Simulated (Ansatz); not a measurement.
# H2BrO (doublet): the correlation ladder at distance Br1–H2 along a hydrogen transfer = 1.321 Å, cc-pVDZ

How much of the correlation energy of H2BrO (doublet) does each wave-function method recover here?

Method: cc-pVDZ, correlated electrons: outside noble gas; program: Ansatz 0.2.0, Gaussian basis.

The runs, in order: UHF; CCSD(T) on ROHF; CCSD(T) on UHF; BCCD(T) on ROHF; CISD; CCSDT(Q) on ROHF; CCSDT(Q) on UHF; CASSCF and MRCISD+Q, 3 electrons in 3 orbitals; CASSCF and NEVPT2, 3 electrons in 3 orbitals.

## Step 1: What is computed

The geometry derives from fragments relaxed apart (PBE0/def2-TZVP) and kept rigid, so it is no stationary point. A hydrogen atom is moved between rigid fragments. No spin-orbit coupling is included. The filled d shell of Br may be among the frozen orbitals whatever the setting's name suggests; the logs give the count.

4 atoms, charge 0, spin multiplicity 2.

Atoms are counted from 1 here; the program's logs count them from 0.

Bond lengths: Br1–H2 1.321 Å, O3–H4 0.973 Å.

In the tables R marks a restricted open-shell determinant and U an unrestricted one; 'pair' is the active space of 3 electrons in 3 orbitals; correlation energies count from the lowest restricted Hartree-Fock solution.

## Step 2: UHF

in.yaml

```yaml
crystal:
  periodic: [false, false, false]
  atoms:
    - {symbol: Br, position_ang: [-1.941215, 0.234988, 0.000000]}
    - {symbol: H, position_ang: [-0.620215, 0.234988, 0.000000]}
    - {symbol: O, position_ang: [1.154785, 0.234988, 0.000000]}
    - {symbol: H, position_ang: [1.406644, -0.704963, 0.000000]}
basis:
  gaussian: {orbitals: cc-pVDZ}
magnetization: {spin_polarized: true, initial_magnetization: 1}
hamiltonian: {xc: hf}
output: {orbitals: {seedname: orbitals}}
```

Started as:

```
$ ansatz run in.yaml --threads 1 --pin off --events-out ev --progress --plain --max-ram 2393MiB
```

After this run come: CCSD(T) on ROHF; CCSD(T) on UHF; BCCD(T) on ROHF; CISD; CCSDT(Q) on ROHF; CCSDT(Q) on UHF; CASSCF and MRCISD+Q, 3 electrons in 3 orbitals; CASSCF and NEVPT2, 3 electrons in 3 orbitals.

Before running them: what should the planned runs give, taken together? Wanted: correlation energy, UCCSDT(Q); RMP2 from UCCSDT(Q); UMP2 from UCCSDT(Q); RCCSD from UCCSDT(Q); RCCSD(T) from UCCSDT(Q); UCCSD(T) from UCCSDT(Q); RCCSDT(Q) from UCCSDT(Q); NEVPT2 pair from UCCSDT(Q); MRCISD+Q pair from UCCSDT(Q).

The runs gave:

```
                                      quantity                                                   value
                 correlation energy, UCCSDT(Q)                                              -8.5996 eV
                           RMP2 from UCCSDT(Q)                                         +21.09 kcal/mol
                           UMP2 from UCCSDT(Q)                                         +21.10 kcal/mol
                          RCCSD from UCCSDT(Q)                                          +3.25 kcal/mol
                       RCCSD(T) from UCCSDT(Q)                                          +0.59 kcal/mol
                       UCCSD(T) from UCCSDT(Q)                                          +0.57 kcal/mol
                      RCCSDT(Q) from UCCSDT(Q)                                          +0.02 kcal/mol
                    NEVPT2 pair from UCCSDT(Q)                                         +19.37 kcal/mol
                  MRCISD+Q pair from UCCSDT(Q)                                          +1.01 kcal/mol
levels of the table within 1 kcal/mol (43 meV)  RCCSD(T), UCCSD(T), BCCD(T), RCCSDT, UCCSDT, RCCSDT(Q)
                                 T1 diagnostic                                                   0.010
```

In words: RCCSD(T) misses by +0.59 kcal/mol, 0.3 % of the correlation energy. Of the multireference levels listed MRCISD+Q pair comes nearest in total energy (+1.01 kcal/mol), which doesn't show that its space is the better one. These misses are within one basis, not against nature; the frozen cores of restricted and unrestricted runs differ, which can shift their rows.
